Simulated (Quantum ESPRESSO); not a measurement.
Crystal: TiH4.

```
Ti H
1.0
     1.70981   -2.78907    0.00000
     1.70981    2.78907    0.00000
     0.00000    0.00000    3.34515
Ti H
1 4
Direct
  0.50000 0.50000 0.50000
  0.83935 0.16065 0.50000
  0.27607 0.27607 0.00000
  0.72393 0.72393 0.00000
  0.16065 0.83935 0.50000
```

The cell was built by a generator and needn't be a form met in nature.

Base run:

```yaml
Program: Quantum ESPRESSO 7.5
Functional: PBE
Potentials_or_basis: SSSP 1.3 efficiency PBE
Cutoff: 816 eV
Density_cutoff: 6531 eV
k_mesh: 9 × 9 × 8
Occupations: fermi-dirac, width 0.05 eV
Spin: no spin polarisation
Hubbard_terms: Ti d U = 3 eV
```

Its results: band gap on the k mesh none (metal or under the smearing width); pressure 3.8 GPa.

Question: After a change of settings the same cell gave: band gap on the k mesh none (metal or under the smearing width); pressure 8.3 GPa. Which change was it?
A. hubbard terms from Ti d U = 3 eV to Ti d U = 5 eV
B. hubbard terms from Ti d U = 3 eV to Ti d U = 2 eV
C. hubbard terms from Ti d U = 3 eV to none

Answer: A.

Caveats: U without spin polarisation on a metal has little footing; the U is typed as a test and isn't derived for this compound.
